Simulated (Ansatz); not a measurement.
# In4SbAs3: the cost of one run

The runs shown are made with Ansatz 0.2.0. PAW datasets, plane waves, zero pressure. The calculation is spin-unpolarised, and the structure need not be a phase that has been made.

## 1. The system as given

Space group Amm2 (No. 38), orthorhombic; a = 4.290 Å, b = 8.580 Å, c = 12.133 Å in the conventional setting, 27.91 Å³ an atom. As has 4 In at 2.63 Å; Sb has 4 In at 2.63 Å; In has 4 As at 2.63 Å; In has 3 As at 2.63 Å and 1 Sb at 2.63 Å.

As a file:

```xyz
8
Lattice="4.2898 0.0000 0.0000 0.0000 4.2898 6.0666 0.0000 -4.2898 6.0666" Properties=species:S:1:pos:R:3 pbc="T T T"
As    0.0000    0.0000    0.0000
As    2.1449   -2.1449    3.0333
As    2.1449    2.1449    3.0333
Sb    0.0000    0.0000    6.0666
In    2.1449    0.0000   10.6166
In    0.0000    2.1449    7.5833
In    0.0000   -2.1449    7.5833
In    2.1449    0.0000    4.5500
```

## 2. Relaxing with PBE

The input, input.yaml:

```yaml
crystal:
  lattice:
    - [4.2897505617, 0.0, 0.0]
    - [0.0, 4.2897505617, 6.0666234236]
    - [0.0, -4.2897505617, 6.0666234236]
  atoms:
    - { symbol: As, position: [0.0, 0.0, 0.0] }
    - { symbol: As, position: [0.5, 0.0, 0.5] }
    - { symbol: As, position: [0.5, 0.5, 0.0] }
    - { symbol: Sb, position: [0.0, 0.5, 0.5] }
    - { symbol: In, position: [0.5, 0.875, 0.875] }
    - { symbol: In, position: [0.0, 0.875, 0.375] }
    - { symbol: In, position: [0.0, 0.375, 0.875] }
    - { symbol: In, position: [0.5, 0.375, 0.375] }
kpoints:
  mp_grid: { grid: [6, 4, 4] }
hamiltonian:
  xc: pbe
scf:
  occupations: { method: fermi_dirac, width: 0.02 }
relax:
  f_tol: 0.005
  cell: {}
```

Launch:

```sh
$ ansatz run input.yaml --threads 4 --pin off --max-ram 6451MiB --backend cpu --events-out ev --progress --plain --runs-dir out
```

**Question.** How long does this run take on 4 threads of Arm Neoverse V1, shared host, and how much memory does it need?

About 54 s, with a peak of 0.86 GiB.
